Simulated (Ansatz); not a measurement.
## Li3Zn, space group I4/mmm: a comparison of functionals at one structure, step by step

Computed with the Ansatz DFT code, driven from Python.

Run as a notebook:

**Cell 1**
```python
import warnings

import ansatz as az
from tabulate import tabulate
```

**Cell 2**
```python
warnings.simplefilter("ignore", az.DeckWarning)
```

**Cell 3**
```python
system = (
    az.Lattice.from_parameters(4.283642, 4.283642, 6.963634, alpha=90, beta=90, gamma=90)
    .space_group(139, hermann_mauguin="I4/mmm")
    .atom("Li", (0.0, 0.5, 0.25))
    .atom("Li", (0.5, 0.5, 0.0))
    .atom("Zn", (0.0, 0.0, 0.0))
    .primitive()
)
```

**Cell 4**
```python
[site.symbol for site in system.resolved().sites]
```
Output:
```text
['Li', 'Li', 'Li', 'Zn']
```

**Cell 5**
```python
calc = system.calculation()
calc = calc.pseudopotentials("paw")
calc = calc.kpoints(7, center="gamma")
calc = calc.occupations(az.OccupationsMethod.FERMI_DIRAC, width=0.1)
calc = calc.stress()
```

**Cell 6**
```python
rows = []
for value in ["blyp", "pbesol", "lda"]:
    report = calc.functional(value).run(threads=1).report
    rows.append((value, report["free_energy_ev"] / len(report["lattice"]["sites"]), report["n_iterations"], sum(report["stress_gpa"][i][i] for i in range(3)) / 3, report["n_kpoints"]))
```

**Cell 7**
```python
print(tabulate(rows, headers=["functional", "F/atom (eV)", "iterations", "P (GPa)", "k-points"], floatfmt=".4f", tablefmt="grid"))
```
Output:
```text
+--------------+---------------+--------------+-----------+------------+
| functional   |   F/atom (eV) |   iterations |   P (GPa) |   k-points |
+==============+===============+==============+===========+============+
| blyp         |     -986.0108 |            9 |    1.1001 |         40 |
+--------------+---------------+--------------+-----------+------------+
| pbesol       |     -972.5561 |            7 |   -0.0497 |         40 |
+--------------+---------------+--------------+-----------+------------+
| lda          |     -962.8906 |            7 |   -1.7456 |         40 |
+--------------+---------------+--------------+-----------+------------+
```

From lowest to highest: LDA (-1.7 GPa), PBEsol (0.0 GPa) and BLYP (1.1 GPa). At a fixed cell a lower pressure usually means a smaller equilibrium volume, so LDA prefers the smallest cell and BLYP the largest.

Reading the output:
- BLYP can be off by several per cent in the lattices of metals, and by several GPa in the pressure at a fixed cell.
- For a metal this k-point mesh is coarse: on a finer one energies can move by several to tens of meV an atom and pressures by half a GPa or more, differences at one mesh by less.
- Pressure is positive in compression.
- This cell is a computed structure, which may not be the phase found in nature.
- Total energies of different functionals can't be compared; pressures, moments and gaps at this one structure can.
- Finished in 7.8 s on 1 thread of Arm Neoverse V1, with other jobs on the host, peak memory 0.4 GiB.
